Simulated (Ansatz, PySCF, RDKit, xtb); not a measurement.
# Solving GaPH2F2, step by step

Task: start from the formula GaPH2F2, draw up candidate structures, narrow them down in stages, and characterise the one that lies lowest at 298.15 K.

Plan: many cheap relaxations first (GFN2-xTB), then density-functional screening, relaxation at B3LYP-D3(BJ)/def2-SVP, vibrations and a final energy. The numbers are computed, not measured.

7 further runs of the same task are left out: 7 set aside as unsound or not needed.

### Step 1. Drawing up candidates

All bonding patterns within simple valence rules are listed by program: one Lewis structure each, at most two rings and one unusual centre or charged pair. O–O, O–halogen and N–halogen bonds and N–N–N chains are not drawn. That gives 3 candidates.

| label | SMILES | spin |
| --- | --- | --- |
| c032 | F[P@H][GaH][F] | singlet |
| c328 | F[P](F)[GaH2] | singlet |
| c769 | [F][Ga]([F])[PH2] | singlet |

Candidates are built by distance geometry, with a force field where one applies, in up to four conformers (letters a to d). 6 starts with atoms placed at random are added, to find patterns that the rules miss.

**Question.** With final energies at CCSD(T)/def2-TZVP, which structure will this search put lowest in free energy, and by what margin?

| quantity | value |
| --- | --- |
| lowest structure found | [F][Ga]([F])[PH2], singlet, Cs |
| next finalist | F[P@H][GaH][F], singlet, 28.4 kcal/mol higher in G |
| share at equilibrium, among the finalists | 100.0 % |
| harmonic wavenumbers, lowest and highest (B3LYP-D3(BJ)/def2-SVP) | 97 and 2393 cm⁻¹ |
| rotational constants, same geometry | 0.1994, 0.08292, 0.05931 cm⁻¹ |
| dipole moment (PBE0/def2-TZVPD) | 3.24 D |
| HOMO energy (PBE0/def2-TZVPD) | -8.63 eV |
| LUMO energy (PBE0/def2-TZVPD) | -1.69 eV |
| HOMO–LUMO gap (PBE0/def2-TZVPD) | 6.94 eV |
| lowest excitation (TD-CAM-B3LYP/def2-SVPD) | 6.12 eV (f = 0.169) |
| strongest of the states computed, same level | 7.96 eV (f = 0.368) |
| lowest triplet excitation, same level, Tamm-Dancoff | 4.89 eV |
| vertical ionisation energy | 10.79 eV |
| vertical electron affinity | 0.11 eV |
| vertical triplet less singlet | +4.82 eV |

The lowest structure found is `[F][Ga]([F])[PH2]`. Among the finalists first place is clear (28.4 kcal/mol); structures outside the list aren't covered. GFN2-xTB, HF/STO-3G, r2SCAN-D4/def2-SVP, B3LYP-D3(BJ)/def2-SVP, HF/def2-TZVP and MP2/def2-TZVP already put its bonding pattern lowest among the structures in one piece. The search is not exhaustive (a finite list of starts, one conformer a finalist), so a lower isomer can't be ruled out. Patterns outside the rules of the enumeration were met only by chance. The lowest isomer need not be the one that is made and kept in a bottle, which depends on barriers.
